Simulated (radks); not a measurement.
**Li⁺ in 1s1.5 2s0.5: an all-electron calculation**

An exercise on one series of results from a longer session: the logs are not shown, and one member is left open.

Method: scalar-relativistic Kohn-Sham, LDA (Slater exchange, Perdew-Wang correlation), spin-polarised, spherical densities, point nucleus; open shells are filled with parallel spins first. Code: radks (a radial shooting solver on a logarithmic mesh, Libxc functionals) version 1.

## The atom as given

* element: lithium (Z = 3)
* charge: +1
* electrons: 2
* configuration: 1s1.5 2s0.5

Set-up of the first run:

Settings of this run:

```text
Z 3
configuration 1s1.5 2s0.5
relativity scalar-relativistic
functional lda,pw
spin polarised
nucleus point
c 137.035999084
```

One table of the session follows, with a row left open; its other results are not shown here.

It belongs to the step «Radial structure». Sizes of the orbitals, from the radial functions (bohr):

```
  level     <r>  outermost maximum (interpolated)  90 % within
  1s up  0.5468                             0.350        0.983
1s down       ?                                 ?            ?
  2s up   2.795                              2.35         4.30
2s down   2.951                              2.44         4.58
```

Estimate the missing values for 1s down.

As computed: <r>: 0.5615; outermost maximum (interpolated): 0.357; 90 % within: 1.01. In the column «<r>» it lies between 1s up (0.5468) and 2s up (2.795).
